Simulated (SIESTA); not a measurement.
An input for SIESTA 5.4.2 (HfB):

Contents of HfB.fdf:

```
SystemName                      HfB
SystemLabel                     HfB
NumberOfSpecies                 2
NumberOfAtoms                   2
%block ChemicalSpeciesLabel
  1  72 Hf
  2   5 B
%endblock ChemicalSpeciesLabel

UseStructFile                   true

%block kgrid.MonkhorstPack
   10   0   0  0.0
    0  10   0  0.0
    0   0  10  0.0
%endblock kgrid.MonkhorstPack
XC.Functional                   VDW
XC.Authors                      VV
PAO.BasisSize                   DZP
PAO.EnergyShift                 0.003 Ry
Mesh.Cutoff                     800 Ry
OccupationFunction              FD
ElectronicTemperature           0.05 eV
MaxSCFIterations                120
SCF.MustConverge                false
SCF.Mixer.Method                Pulay
SCF.Mixer.Weight                0.25
SCF.Mixer.History               8
SCF.DM.Tolerance                5.0e-05
SCF.H.Tolerance                 1.0e-03 eV
WriteForces                     true
Charge.Mulliken                 end
BandLinesScale                  ReciprocalLatticeVectors
%block BandLines
    1    0.000000   0.000000   0.000000  \Gamma
   12    0.500000   0.000000   0.500000  X
    6    0.500000   0.250000   0.750000  W
    4    0.375000   0.375000   0.750000  K
   13    0.000000   0.000000   0.000000  \Gamma
   11    0.500000   0.500000   0.500000  L
    8    0.625000   0.250000   0.625000  U
    4    0.500000   0.250000   0.750000  W
    9    0.500000   0.500000   0.500000  L
    8    0.375000   0.375000   0.750000  K
    1    0.625000   0.250000   0.625000  U
    4    0.500000   0.000000   0.500000  X
%endblock BandLines
%block PAO.Basis
  Hf 5
  n=5 0 2
    3.241 0.000
  n=6 0 2
    8.114 0.000
  n=5 1 2
    3.929 0.000
  n=6 1 1
    8.114
  n=5 2 2
    7.858 0.000
%endblock PAO.Basis
```

File HfB.STRUCT_IN:

```
   0.0000000000     2.3100000000     2.3100000000
   2.3100000000     0.0000000000     2.3100000000
   2.3100000000     2.3100000000     0.0000000000
2
1  72    0.5000000000     0.5000000000     0.5000000000
2   5    0.0000000000     0.0000000000     0.0000000000
```

Potentials or basis: PseudoDojo 0.4 standard (PBE files), DZP (energy shift 0.003 Ry; two zetas on semicore shells).

Command:

```sh
$ siesta HfB.fdf > HfB.out 2>&1
```

Task: Does this run start?

Result: The run stopped without a result. It printed:

HfB.out:

```text
Version         : 5.4.2

                           ***********************
                           *  WELCOME TO SIESTA  *
                           ***********************

 NOTE: Siesta V5 introduces some new defaults for basis-set generation
 NOTE: which might lead to slightly different numerical results.
 NOTE: Please see the manual for full details and compatibility measures.

[... 564 lines left out ...]
outcell: Cell volume (Ang**3)        :     24.6528
new_DM -- step:     1
Initializing Density Matrix...

Attempting to read DM from file... Failed...
DM filled with atomic data:

InitMesh: MESH = 48 x 48 x 48 = 110592
InitMesh: Mesh cutoff (required, used) =   800.000   894.997 Ry
cdiag: Failure to converge standard eigenproblem
Stopping Program from Node:    0
cdiag: Failure to converge standard eigenproblem
Stopping Program from Node:    0
```

Among its messages:

```text
xc_check: WARNING: Pseudopotential generated with GGA PBE functional
```
